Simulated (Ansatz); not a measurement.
Mg, space group I4/mmm: a check of PAW against all-electron LAPW, run with Ansatz 0.2.0, Python API.

`mg.cif`
```cif
data_Mg
_cell_length_a 3.092269
_cell_length_b 3.092269
_cell_length_c 3.092269
_cell_angle_alpha 107.15484
_cell_angle_beta 107.15484
_cell_angle_gamma 114.21048
_symmetry_space_group_name_H-M 'P 1'
_symmetry_Int_Tables_number 1
loop_
_symmetry_equiv_pos_as_xyz
'x, y, z'
loop_
_atom_site_label
_atom_site_type_symbol
_atom_site_fract_x
_atom_site_fract_y
_atom_site_fract_z
Mg1 Mg    0.000000    0.000000    0.000000
```

`mg.py`:
```python
"""PAW against all-electron LAPW for Mg."""

from dataclasses import dataclass

import ansatz as az
from ase.io import read
import numpy as np


@dataclass(frozen=True)
class RunConfig:
    smearing: str = "fermi_dirac"
    width_ev: float = 0.01
    beta: float = 0.4
    max_scf: int = 150
    functional: str = "pbesol"
    k_length: int = 22


cfg = RunConfig()


def count_gap(report):
    # lowest empty less highest filled band, counting bands; zero where they overlap
    return max(report.get("gap_by_band_count_ev") or 0.0, 0.0)


def main() -> None:
    atoms = read("mg.cif")
    mg = az.Crystal.from_ase(atoms)

    calculation = (
        mg.calculation()
        .occupations(cfg.smearing, width=cfg.width_ev)
        .mixing("broyden", ndim=6, beta=cfg.beta)
        .scf(max_iterations=cfg.max_scf, algorithm="density_mixing")
        .functional(cfg.functional)
        .kpoints(length=cfg.k_length)
        .stress()
        .forces()
        .band_table()
    )
    variants = {
        "PAW": calculation.pseudopotentials("paw"),
        "LAPW": calculation.pseudopotentials("all_electron", lapw=True),
    }
    # totals differ by the cores that each treatment holds, so compare what does not depend on them
    rows = []
    for label, variant in variants.items():
        rep = variant.run().report
        levels = np.array(rep["eigenvalues_ev"][0]) - rep["fermi_energy_ev"]
        print(label, "levels at the first k-point near E_F:", np.round(levels[np.abs(levels) < 5], 3))
        rows.append((label, rep["n_electrons"], np.trace(rep["stress_gpa"]) / 3, count_gap(rep)))
    for row in rows:
        print("; ".join(f"{name} = {round(v, 4) if isinstance(v, float) else v}" for name, v in zip(["treatment", "electrons in bands", "P GPa", "gap by band count eV"], row)))


if __name__ == "__main__":
    main()
```

How well do the two treatments of the cores agree on the pressure?

PAW gives -0.186 GPa and LAPW -0.209 GPa, 0.023 GPa apart. They took 2.3 and 5.4 s of processor time.

The output:

```console
$ python mg.py
DeckWarning: basis.ecutwfc = 420 eV, auto-derived from the records' recommended cutoffs: set by Mg (normal level)
DeckWarning: crystal.symmetry: narrowed to the stabiliser of the k-point mesh — unitary ops 16 → 4; excluded 12 operations that carry a point of the 9×9×8 mesh (shift [0, 0, 0]) off the mesh (the run [...]
PAW levels at the first k-point near E_F: []
LAPW levels at the first k-point near E_F: []
treatment = PAW; electrons in bands = 10.0; P GPa = -0.1857; gap by band count eV = 0.0
treatment = LAPW; electrons in bands = 10.0; P GPa = -0.2085; gap by band count eV = 0.0
```
(Warnings from the package without file and line, shortened.)

The settings weren't tested for convergence. The computed bands are complete only to about 5.3 eV above the Fermi level. The mesh is modest for a metal, so energies can be off by several to tens of meV an atom and pressures by half a GPa or more; differences at equal mesh fare better. A gap by band count of zero or less means overlapping bands, a metal. This isn't the structure that Mg takes at ambient conditions. Levels are Kohn-Sham eigenvalues on this mesh. Pressure is positive in compression; the treatments may keep other shells as core, so totals and counts of electrons can differ. Run time: 8.8 s on 1 thread of Arm Neoverse V1, on a shared host, peak memory 0.44 GiB.

(A comment or docstring line of the script was reworded after the run, the code is as it ran; lines on the test bed's own set-up are left out of the output.)
